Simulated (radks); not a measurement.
# N in [He] 2s2 2p3: an all-electron calculation

The task here is to estimate one member of a computed series from the others.

The numbers are computed with radks (a radial shooting solver on a logarithmic mesh, Libxc functionals) version 1 (scalar-relativistic Kohn-Sham, PBE, spin-polarised, spherical densities, point nucleus; open shells are filled with parallel spins first), except any that are marked as measured or tabulated.

### What is computed

- element: nitrogen (Z = 7)
- charge: 0
- electrons: 7
- configuration: [He] 2s2 2p3

The outer shells:

N
```
[He] core
2s [↑↓]
2p [↑ ][↑ ][↑ ]
```

Set-up of the first run:

The run's settings:

```text
Z 7
configuration [He] 2s2 2p3 3s0 3p0 3d0
relativity scalar-relativistic
functional pbe,pbe
spin polarised
nucleus point
c 137.035999084
```

One table of the session follows, with a row left open; its other results are not shown here.

It belongs to the step «Orbitals and density». Sizes of the orbitals, from the radial functions (bohr):

```
  level     <r>  outermost maximum (interpolated)  90 % within
  1s up  0.2301                             0.148        0.413
1s down  0.2294                             0.148        0.411
  2s up   1.304                              1.01         2.09
2s down   1.364                              1.03         2.21
  2p up   1.435                             0.962         2.49
2p down       ?                                 ?            ?
```

**Question.** Estimate the row for 2p down.

**Answer.** <r>: 1.650; outermost maximum (interpolated): 1.01; 90 % within: 2.97. In the column «<r>» it is the highest.

To keep in mind: Open shells are spherical and high-spin; term and fine-structure splittings are not resolved.
